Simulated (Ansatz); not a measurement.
# AlHBr (SMILES [AlH][Br]) at 6 levels

Aim: a comparison of 6 runs (UHF/STO-3G, U-wB97X/STO-3G, UB2PLYP/STO-3G, UB3LYP/STO-3G, UHSE06/STO-3G, FCI/STO-3G) of AlHBr. 

The calculation is run with Ansatz 0.2.0.

59 further runs of the same task are left out: 10 that didn't finish, 49 set aside as unsound or not needed.

## 1. The molecule

AlHBr: 3 atoms, total charge 0, spin state doublet. SMILES: `[AlH][Br]`. The Br2–Al1 distance was set to 3.413 Å, away from the relaxed value. At this shape a bond of the SMILES string is far longer than usual.

Bond lengths: Al1–H3 1.602 Å.

## 2. The energy at UHF/STO-3G (run 1)

job.yaml reads:

```yaml
crystal:
  periodic: [false, false, false]
  atoms:
    - symbol: Al
      position_ang: [-1.237333, -0.946311, -0.794220]
    - symbol: Br
      position_ang: [1.584500, 0.008600, 0.871100]
    - symbol: H
      position_ang: [-2.239533, 0.236289, -1.200420]
basis:
  gaussian: {orbitals: STO-3G}
magnetization: {spin_polarized: true, initial_magnetization: 1}
hamiltonian: {xc: hf}
accuracy: high
```

Command:

```console
$ ansatz run job.yaml --threads 1 --pin off --max-ram 2610MiB --events-out events.jsonl --progress --plain --runs-dir runs
```

Output:

```text
Warning: RAYON_NUM_THREADS=1 ignored (pool sized by the plan → 1); use --threads N
Functional definition: HF
  name "HF"
  exchange = exact_x
  correlation = 0
358 factors; integrals over basis functions are off by at most 9.3e-9 eV
mean field evaluation 1: about -75758.0562 eV, gradient 8.1e0 eV
mean field evaluation 2: about -75758.0763 eV, gradient 8.1e0 eV
mean field evaluation 4: about -75759.7573 eV, gradient 1.8e0 eV
mean field evaluation 8: about -75760.4059 eV, gradient 3.8e-1 eV
mean field evaluation 16: about -75760.4134 eV, gradient 2.4e-7 eV
mean field evaluation 32: about -75760.1251 eV, gradient 1.1e-1 eV
mean field evaluation 64: about -75760.1232 eV, gradient 1.2e-1 eV
mean field evaluation 96: about -75760.3937 eV, gradient 2.5e-1 eV
mean field -75760.41338195 eV, -2784.1438395341 hartree, gradient 1.6e-8 eV, S^2 0.811543; 3 other end points of the search recorded, 0 dependent functions left out
reference -75760.41338195 eV, -2784.1438395341 hartree; 25, 24 occupied and 3, 4 virtual orbitals, 358 factors
Total energy: -75760.41338195 eV, -2784.1438395341 hartree
```

Run time: 0.5 s. Hardware: 1 thread of Arm Neoverse V1, shared host.

## 3. The energy at U-wB97X/STO-3G (run 2)

run.yaml reads:

```yaml
crystal:
  periodic: [false, false, false]
  atoms:
    - symbol: Al
      position_ang: [-1.237333, -0.946311, -0.794220]
    - symbol: Br
      position_ang: [1.584500, 0.008600, 0.871100]
    - symbol: H
      position_ang: [-2.239533, 0.236289, -1.200420]
basis:
  gaussian: {orbitals: STO-3G}
magnetization: {spin_polarized: true, initial_magnetization: 1}
hamiltonian: {xc: {name: wB97X}}
accuracy: high
```

Command:

```console
$ ansatz run run.yaml --threads 1 --pin off --max-ram 2610MiB --events-out events.jsonl --progress --plain --runs-dir runs
```

Output, shortened:

```text
Warning: RAYON_NUM_THREADS=1 ignored (pool sized by the plan → 1); use --threads N
Functional definition: wB97X
  name "wB97X"
[...]
      + exact_x_lr(omega)
[...]
      + integral(e_c_pw_opposite_spin*poly(b97_u_opposite, 1, cos1, cos2, cos3, cos4))
358 factors; integrals over basis functions are off by at most 9.3e-9 eV
124 factors; integrals over basis functions are off by at most 1.1e-9 eV
[...]
mean field -75811.73935516 eV, -2786.0300342596 hartree, gradient 8.2e-8 eV, S^2 0.772434; 4 other end points of the search recorded, 0 dependent functions left out
reference -75811.73935365 eV, -2786.0300342039 hartree; 25, 24 occupied and 3, 4 virtual orbitals, 358 factors
Total energy: -75811.73935365 eV, -2786.0300342039 hartree
```

Wall time 15 s (1 thread of Arm Neoverse V1, shared host); peak memory 0.4 GiB.

## 4. The energy at UB2PLYP/STO-3G (run 3)

input.yaml reads:

```yaml
crystal:
  periodic: [false, false, false]
  atoms:
    - {symbol: Al, position_ang: [-1.237333, -0.946311, -0.794220]}
    - {symbol: Br, position_ang: [1.584500, 0.008600, 0.871100]}
    - {symbol: H, position_ang: [-2.239533, 0.236289, -1.200420]}
basis:
  gaussian:
    orbitals: STO-3G
magnetization:
  spin_polarized: true
  initial_magnetization: 1
accuracy: high
correlation:
  frozen_orbitals: {Al: 5, Br: 9, H: 0}
hamiltonian:
  xc: {name: B2PLYP}
```

Command:

```console
$ ansatz run input.yaml --threads 1 --pin off --max-ram 2610MiB --events-out events.jsonl --progress --plain --runs-dir runs
```

Output, shortened:

```text
Warning: RAYON_NUM_THREADS=1 ignored (pool sized by the plan → 1); use --threads N
Functional definition: B2PLYP
  name "B2PLYP"
[...]
358 factors; integrals over basis functions are off by at most 9.3e-9 eV
[...]
mean field -75797.64906290 eV, -2785.5122255698 hartree, gradient 1.4e-8 eV, S^2 0.776443; 4 other end points of the search recorded, 0 dependent functions left out
14 core orbitals not correlated: weight in the atoms' cores, before any rotation towards them, 1.000 or more for the frozen orbitals, at most 0.000 for the correlated occupied ones
reference -75797.64908114 eV, -2785.5122262399 hartree; 11, 10 occupied and 3, 4 virtual orbitals, 358 factors
second order -0.90526747 eV of doubles, -0.00000000 eV of singles
Total energy: -75797.89350335 eV, -2785.5212085907 hartree
```

It took 3.6 s on 1 thread of Arm Neoverse V1, shared host; peak memory 0.14 GiB.

Runs 4 to 5 aren't shown in full; the table further down has their settings and results.

## 5. A single-point energy at FCI/STO-3G (run 6)

in.yaml reads:

```yaml
crystal:
  periodic: [false, false, false]
  atoms:
    - {symbol: Al, position_ang: [-1.237333, -0.946311, -0.794220]}
    - {symbol: Br, position_ang: [1.584500, 0.008600, 0.871100]}
    - {symbol: H, position_ang: [-2.239533, 0.236289, -1.200420]}
basis:
  gaussian:
    orbitals: STO-3G
correlation:
  method: fci
  frozen_orbitals: {Al: 5, Br: 9, H: 0}
magnetization:
  spin_polarized: true
  initial_magnetization: 1
accuracy: high
```

Command:

```console
$ ansatz run in.yaml --threads 1 --pin off --max-ram 2610MiB --events-out events.jsonl --progress --plain --runs-dir runs
```

Output, shortened:

```text
Warning: RAYON_NUM_THREADS=1 ignored (pool sized by the plan → 1); use --threads N
[... 2 set-up lines as earlier in the session ...]
[...]
358 factors; integrals over basis functions are off by at most 9.3e-9 eV
[...]
mean field -75760.41338195 eV, -2784.1438395341 hartree, gradient 1.6e-8 eV, S^2 0.811543; 11 other end points of the search recorded, 0 dependent functions left out
determinant -75760.41338195 eV, -2784.1438395341 hartree, with singles and doubles -75761.53252224 eV, -2784.1849671810 hartree
determinant -75760.12136342 eV, -2784.1331080512 hartree, with singles and doubles -75761.28312691 eV, -2784.1758020718 hartree
determinant -75760.41338195 eV, -2784.1438395341 hartree, with singles and doubles -75761.53512721 eV, -2784.1850629120 hartree
determinant -75760.12136342 eV, -2784.1331080512 hartree, with singles and doubles -75761.28305060 eV, -2784.1757992674 hartree
14 core orbitals not correlated: weight in the atoms' cores, before any rotation towards them, 1.000 or more for the frozen orbitals, at most 0.000 for the correlated occupied ones
reference -75760.30078381 eV, -2784.1397016289 hartree; 11, 10 occupied and 3, 4 virtual orbitals, 358 factors
state -75761.54185152 eV, -2784.1853100258 hartree
Total energy: -75761.54185152 eV, -2784.1853100258 hartree
```

It took 2.1 s on 1 thread of Arm Neoverse V1, shared host.

## 6. The series

| run | level | frozen core orbitals | energy (Eh) | ⟨S²⟩ | wall time |
| --- | --- | --- | --- | --- | --- |
| 1 | UHF/STO-3G | – | -2784.143840 | 0.812 | 0.5 s |
| 2 | U-wB97X/STO-3G | – | -2786.030034 | 0.772 | 15 s |
| 3 | UB2PLYP/STO-3G | 14 | -2785.521209 | 0.776 | 3.6 s |
| 4 | UB3LYP/STO-3G | – | -2785.977500 | 0.760 | 4.5 s |
| 5 | UHSE06/STO-3G | – | -2785.640107 | 0.764 | 6 s |
| 6 | FCI/STO-3G | 14 | -2784.185310 | – | 2.1 s |

## 7. Summary of results

```
                                           quantity           value
                                run 6: total energy  -2784.18531 Eh
run 6: correlation energy (14 core orbitals frozen)       -45.6 mEh
```

**Reading.** Against full CI in this basis: UHF +41.5 mEh. Totals of different functionals can't be ranked against each other. In runs 1, 2, 3, 4, 5, 6 the basis is minimal, so the values are rough. All runs together took 32 s, the longest 15 s.
